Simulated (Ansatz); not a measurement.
**GaH3+ (doublet): from Hartree-Fock to the top rungs at angle H3–Ga1–H4 = 102.3°, aug-cc-pVDZ**

How much of the correlation energy of GaH3+ (doublet) does each wave-function method recover here?

Program: Ansatz 0.2.0, Gaussian basis. Level of theory: aug-cc-pVDZ, core rule «outside noble gas», up to 14 orbitals frozen. These are calculated values, not measurements.

To be run: UHF; CCSD(T) on ROHF; CCSD(T) on UHF; BCCD(T) on ROHF; CISD; CCSDT(Q) on ROHF; CCSDT(Q) on UHF; CASSCF and MRCISD+Q, 3 electrons in 3 orbitals; CASSCF and NEVPT2, 3 electrons in 3 orbitals; CASSCF and MRCISD+Q, 5 electrons in 7 orbitals; CASSCF and NEVPT2, 5 electrons in 7 orbitals; Full CI.

21 further runs of the same task are left out: 7 for a known fault of the program, 10 that didn't finish, 4 set aside as unsound or not needed.

## (1) The system

The geometry derives from a PBE0/def2-TZVP stationary point (not a proven minimum). One angle is set to the value named; bond lengths are kept. No spin-orbit coupling is included. The filled d shell of Ga may be among the frozen orbitals whatever the setting's name suggests; the logs give the count.

4 atoms, charge 1, spin multiplicity 2.

Atoms are counted from 1 here; the program's logs count them from 0.

Bond lengths: Ga1–H3 1.532 Å, Ga1–H4 1.532 Å. Angles: H3–Ga1–H4 102.3°.

## (2) UHF

in.yaml reads:

```yaml
crystal:
  periodic: [false, false, false]
  atoms:
    - {symbol: Ga, position_ang: [0.000000, 0.002086, 0.000000]}
    - {symbol: H, position_ang: [0.000000, -2.070505, 0.000000]}
    - {symbol: H, position_ang: [0.000000, 0.963112, -1.193142]}
    - {symbol: H, position_ang: [0.000000, 0.963112, 1.193142]}
basis:
  gaussian: {orbitals: aug-cc-pVDZ}
total_charge: 1
magnetization: {spin_polarized: true, initial_magnetization: 1}
hamiltonian: {xc: hf}
output: {orbitals: {seedname: orbitals}}
```

The run is started by

```sh
$ ansatz run in.yaml --threads 1 --pin off --events-out ev --progress --plain --max-ram 2393MiB
```

The runs that follow: CCSD(T) on ROHF; CCSD(T) on UHF; BCCD(T) on ROHF; CISD; CCSDT(Q) on ROHF; CCSDT(Q) on UHF; CASSCF and MRCISD+Q, 3 electrons in 3 orbitals; CASSCF and NEVPT2, 3 electrons in 3 orbitals; CASSCF and MRCISD+Q, 5 electrons in 7 orbitals; CASSCF and NEVPT2, 5 electrons in 7 orbitals; Full CI.

**Question.** What will the summary of the whole plan be? Wanted: FCI below the RHF energy; RMP2 from FCI; UMP2 from FCI; RCCSD from FCI; RCCSD(T) from FCI; UCCSD(T) from FCI; RCCSDT(Q) from FCI; UCCSDT(Q) from FCI; NEVPT2 pair from FCI.

**Answer**, as computed:

```
                         quantity                                                                                                                             value
         FCI below the RHF energy                                                                                                                        -2.1358 eV
                    RMP2 from FCI                                                                                                                      +57.7 kJ/mol
                    UMP2 from FCI                                                                                                                      +57.0 kJ/mol
                   RCCSD from FCI                                                                                                                       +4.2 kJ/mol
                RCCSD(T) from FCI                                                                                                                       +1.2 kJ/mol
                UCCSD(T) from FCI                                                                                                                       +1.1 kJ/mol
               RCCSDT(Q) from FCI                                                                                                                        0.0 kJ/mol
               UCCSDT(Q) from FCI                                                                                                                       -0.1 kJ/mol
             NEVPT2 pair from FCI                                                                                                                      +49.1 kJ/mol
           MRCISD+Q pair from FCI                                                                                                                       -1.6 kJ/mol
          NEVPT2 valence from FCI                                                                                                                      +20.8 kJ/mol
levels within 1 kcal/mol (43 meV)  RCCSD, UCCSD, RCCSD(T), UCCSD(T), BCCD(T), RCCSDT, UCCSDT, RCCSDT(Q), UCCSDT(Q), MRCISD+Q pair, MRCISD valence, MRCISD+Q valence
                    T1 diagnostic                                                                                                                             0.026
   effectively unpaired electrons                                                                                                                              1.04
```

In words: RCCSD(T) lands +1.2 kJ/mol from the yardstick (0.6 % of the correlation energy). MRCISD+Q pair falls below full CI: the +Q correction isn't variational, and the cores differ from full CI's. One determinant dominates. Of the multireference levels listed MRCISD+Q valence comes nearest in total energy (-0.1 kJ/mol), which doesn't show that its space is the better one. These misses are within one basis, not against nature; the frozen cores of restricted and unrestricted runs differ, which can shift their rows.
